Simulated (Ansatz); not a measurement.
# CuSi16: the cost of one run

Method: DFT PBE, plane waves, PAW, scalar-relativistic, no spin polarisation, in Ansatz 0.2.0.

## 1. The starting structure

The cell holds 17 atoms (CuSi16): a = 7.679 Å, b = 7.679 Å, c = 7.679 Å, α = 60.00°, β = 60.00°, γ = 60.00°.

Its coordinates follow in the input file.

## 2. Relaxing end A

Contents of input.yaml:

```yaml
crystal:
  lattice:
    - [0.0, 5.43, 5.43]
    - [5.43, 0.0, 5.43]
    - [5.43, 5.43, 0.0]
  atoms:
    - { symbol: Si, position: [0.0, 0.0, 0.0] }
    - { symbol: Si, position: [0.125, 0.125, 0.125] }
    - { symbol: Si, position: [0.0, 0.0, 0.5] }
    - { symbol: Si, position: [0.125, 0.125, 0.625] }
    - { symbol: Si, position: [0.0, 0.5, 0.0] }
    - { symbol: Si, position: [0.125, 0.625, 0.125] }
    - { symbol: Si, position: [0.0, 0.5, 0.5] }
    - { symbol: Si, position: [0.125, 0.625, 0.625] }
    - { symbol: Si, position: [0.5, 0.0, 0.0] }
    - { symbol: Si, position: [0.625, 0.125, 0.125] }
    - { symbol: Si, position: [0.5, 0.0, 0.5] }
    - { symbol: Si, position: [0.625, 0.125, 0.625] }
    - { symbol: Si, position: [0.5, 0.5, 0.0] }
    - { symbol: Si, position: [0.625, 0.625, 0.125] }
    - { symbol: Si, position: [0.5, 0.5, 0.5] }
    - { symbol: Si, position: [0.625, 0.625, 0.625] }
    - { symbol: Cu, position: [0.2609049, 0.2443278, 0.736455] }
total_charge: 1
basis:
  ecutwfc: 420.0
kpoints:
  mp_grid: { grid: [2, 2, 2] }
hamiltonian:
  xc: pbe
  pseudopotentials: { kind: paw, azcp: { folder: soft_1 } }
scf:
  occupations: { method: gaussian, width: 0.02 }
  lower_state_search: "off"
relax:
  f_tol: 0.03
  max_steps: 60
  adjacent_minimum: "off"
output:
  write_density: true
  write_potential: true
  elf: true
  volumetric_format: npy
```

Command:

```sh
ansatz run input.yaml --threads 1 --pin off --max-ram 3072MiB --backend cpu --events-out ev --progress --plain --runs-dir out
```

Q: Estimate wall time and peak memory on 1 thread of Arm Neoverse V2, shared host.

About 59 s, with a peak of 0.56 GiB.
